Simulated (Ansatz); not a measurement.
# C5H9AlO2: up Jacob's ladder to CCSD(T)

How much do the methods differ for C5H9AlO2? The plan is to run it at one geometry with functionals of several rungs and with coupled cluster. The yardstick is the atomisation energy at the CCSD(T) limit.

Computed with Ansatz 0.2.0, Gaussian basis. Level: functionals in def2-TZVPP, the program's frozen cores in correlated methods.

The runs, in order: LDA (SPW92), PBE-D4, revPBE-D4, BLYP-D4, r2SCAN-D4, B97M-V, PBE0-D4, B3LYP-D4, r2SCANh-D4, r2SCAN0-D4, HSE06-D4, BHLYP-D4, CAM-B3LYP-D4, LC-ωPBE, ωB97X-V, ωB97M-V, B2PLYP, PBE-QIDH; CCSD(T)/def2-SVP; CCSD(T)/def2-TZVPP; MP2/def2-QZVPP; extrapolation to the limit; RPA on PBE.

## (1) The relaxed structure

All runs share one geometry, relaxed beforehand with PBE0-D4 in a triple-zeta def2 set.

SMILES `[CH3][Al-]1([CH3])[O]C=CC=[O+]1`, 17 atoms, charge 0, spin multiplicity 1.

Atoms are counted from 1 here; the program's logs count them from 0.

Bond lengths: C1–Al2 1.953 Å, C1–H9 1.095 Å, C1–H10 1.095 Å, C1–H11 1.095 Å, Al2–C3 1.953 Å, Al2–O4 1.861 Å, Al2–O8 1.861 Å, C3–H12 1.095 Å, C3–H13 1.095 Å, C3–H14 1.095 Å, O4–C5 1.263 Å, C5–C6 1.391 Å, C5–H15 1.095 Å, C6–C7 1.391 Å, C6–H16 1.081 Å, C7–O8 1.263 Å, C7–H17 1.095 Å. Angles: Al2–C1–H9 111.6°, Al2–C1–H10 111.6°, Al2–C1–H11 112.3°, H9–C1–H10 106.7°, H9–C1–H11 107.1°, H10–C1–H11 107.1°, C1–Al2–C3 123.4°, C1–Al2–O4 108.9°, C1–Al2–O8 108.9°, C3–Al2–O4 108.8°, C3–Al2–O8 108.8°, O4–Al2–O8 94.1°, Al2–C3–H12 112.3°, Al2–C3–H13 111.7°, Al2–C3–H14 111.6°, H12–C3–H13 107.1°, H12–C3–H14 107.1°, H13–C3–H14 106.7° and more.

## (2) LDA

This LDA is Slater exchange with PW92 correlation.

File in.yaml:

```yaml
crystal:
  periodic: [false, false, false]
  atoms:
    - {symbol: C, position_ang: [0.319501, -1.064146, -2.131048]}
    - {symbol: Al, position_ang: [0.574190, -0.342258, -0.334688]}
    - {symbol: C, position_ang: [2.258253, -0.465476, 0.646028]}
    - {symbol: O, position_ang: [-0.007908, 1.425334, -0.307903]}
    - {symbol: C, position_ang: [-1.014641, 1.871097, 0.311839]}
    - {symbol: C, position_ang: [-1.888828, 1.122787, 1.092487]}
    - {symbol: C, position_ang: [-1.722982, -0.247162, 1.263764]}
    - {symbol: O, position_ang: [-0.802527, -0.950842, 0.759905]}
    - {symbol: H, position_ang: [0.500618, -2.143677, -2.161614]}
    - {symbol: H, position_ang: [1.008167, -0.608569, -2.850305]}
    - {symbol: H, position_ang: [-0.695332, -0.896739, -2.505921]}
    - {symbol: H, position_ang: [2.198647, 0.004277, 1.633081]}
    - {symbol: H, position_ang: [3.076903, 0.021617, 0.105993]}
    - {symbol: H, position_ang: [2.559076, -1.506754, 0.802169]}
    - {symbol: H, position_ang: [-1.198515, 2.946329, 0.212012]}
    - {symbol: H, position_ang: [-2.718853, 1.617647, 1.576023]}
    - {symbol: H, position_ang: [-2.445758, -0.783454, 1.888186]}
basis:
  gaussian: {orbitals: def2-TZVPP}
hamiltonian: {xc: lda}
output: {orbitals: {seedname: orbitals}}
```

On the command line:

```console
$ ansatz run in.yaml --threads 4 --pin off --events-out ev --progress --plain --max-ram 66560MiB --backend cuda --devices 0, --max-vram 37GiB
```

Further steps of the session: PBE-D4 (GGA); revPBE-D4 (GGA); BLYP-D4 (GGA); r2SCAN-D4 (meta-GGA); B97M-V (meta-GGA); PBE0-D4 (hybrid); B3LYP-D4 (hybrid); r2SCANh-D4 (hybrid); r2SCAN0-D4 (hybrid); HSE06-D4 (hybrid); BHLYP-D4 (hybrid); CAM-B3LYP-D4 (range-separated); LC-ωPBE (range-separated); ωB97X-V (range-separated); ωB97M-V (range-separated); B2PLYP (double hybrid); PBE-QIDH (double hybrid); CCSD(T) in def2-SVP; CCSD(T) in def2-TZVPP; MP2 in def2-QZVPP; RPA on PBE orbitals.

Q: Predict the results of all the runs planned. Wanted: atomisation energy, CCSD(T)/CBS; farthest beyond LDA; mean size of error, GGA; mean size of error, meta-GGA; mean size of error, hybrid; mean size of error, range-separated; mean size of error, double hybrid; gap, smallest and largest; T1 diagnostic.

As calculated:

| quantity | value |
| --- | --- |
| atomisation energy, CCSD(T)/CBS | 7156.4 kJ/mol |
| functionals within 35.8 kJ/mol (0.5 %) | revPBE-D4, BLYP-D4, B3LYP-D4, r2SCANh-D4, LC-ωPBE, ωB97X-V, ωB97M-V, PBE-QIDH |
| farthest beyond LDA | BHLYP-D4 (-209.1 kJ/mol) |
| mean size of error, GGA | 78.5 kJ/mol |
| mean size of error, meta-GGA | 55.9 kJ/mol |
| mean size of error, hybrid | 68.1 kJ/mol |
| mean size of error, range-separated | 26.3 kJ/mol |
| mean size of error, double hybrid | 34.3 kJ/mol |
| gap, smallest and largest | 2.38 eV (LDA (SPW92)), 9.47 eV (LC-ωPBE) |
| T1 diagnostic | 0.0161 |
| triples share of the correlation energy | 4.2 % |

In words: LDA overbinds by 1071.2 kJ/mol (15 %). PBE-D4 is off by +198.7 kJ/mol. Double hybrids carry the basis error of their MP2 part in triple zeta, and no dispersion term here, so their miss is partly the set-up's. The rungs range-separated, double hybrid miss on average by less than the doubt on the reference (35.8 kJ/mol), so they tie. Misses under about 35.8 kJ/mol are within the doubt on the reference itself, which lacks core-valence correlation, relativity and higher excitations. Hartree-Fock recovers 74 % of the binding; the rest is correlation. CCSD(T) in def2-SVP is off by -307.8 kJ/mol, which most functionals beat. The gap grows from 2.4 to 9.5 eV across the functionals, mostly with the share of exact exchange.
